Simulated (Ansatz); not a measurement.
# FH4Sn: the cost of one run

Program: Ansatz 0.2.0. Level of theory: UKS BHLYP-D4/def2-SVP. These are calculated values, not measurements.

### 1 The starting structure

Bond lengths: Sn1–H2 1.990 Å, Sn1–H3 1.740 Å, Sn1–H4 1.739 Å, Sn1–H5 1.739 Å. Angles: H2–Sn1–H3 109.4°, H2–Sn1–H4 109.5°, H2–Sn1–H5 109.5°, H3–Sn1–H4 109.5°, H3–Sn1–H5 109.5°, H4–Sn1–H5 109.5°.

As a file:

```xyz
6

Sn    0.0000    0.0000    0.0000
H     0.0000    0.0000    1.9900
H     1.6408    0.0000   -0.5794
H    -0.8195    1.4198   -0.5794
H    -0.8195   -1.4198   -0.5794
F     0.0000    0.0000    3.2100
```

### 2 A restrained relaxation towards end A

Springs on the bonds that form and break draw the guess towards this end; the thresholds are loose.

Input file input.yaml:

```yaml
crystal:
  periodic: [false, false, false]
  atoms:
    - { symbol: Sn, position_ang: [0.0, 0.0, 0.0] }
    - { symbol: H, position_ang: [0.0, 0.0, 1.99] }
    - { symbol: H, position_ang: [1.6408, 0.0, -0.5794] }
    - { symbol: H, position_ang: [-0.8195, 1.4198, -0.5794] }
    - { symbol: H, position_ang: [-0.8195, -1.4198, -0.5794] }
    - { symbol: F, position_ang: [0.0, 0.0, 3.21] }
magnetization:
  spin_polarized: true
  initial_magnetization: 1
basis:
  gaussian: { orbitals: def2-SVP }
hamiltonian:
  xc: { name: BHLYP }
  dispersion: d4
relax:
  f_tol: 0.15
  max_steps: 25
  restrain:
    - { distance: [1, 5], at: 2.12, k: 30.0 }
    - { distance: [0, 1], at: 1.74, k: 30.0 }
```

Launch:

```bash
> ansatz run input.yaml --threads 1 --pin off --max-ram 2048MiB --backend cpu --events-out ev --progress --plain --runs-dir out
```

Q: Estimate wall time and peak memory on 1 thread of Arm Neoverse V2, shared host.

About 22 s, with a peak of 0.15 GiB.
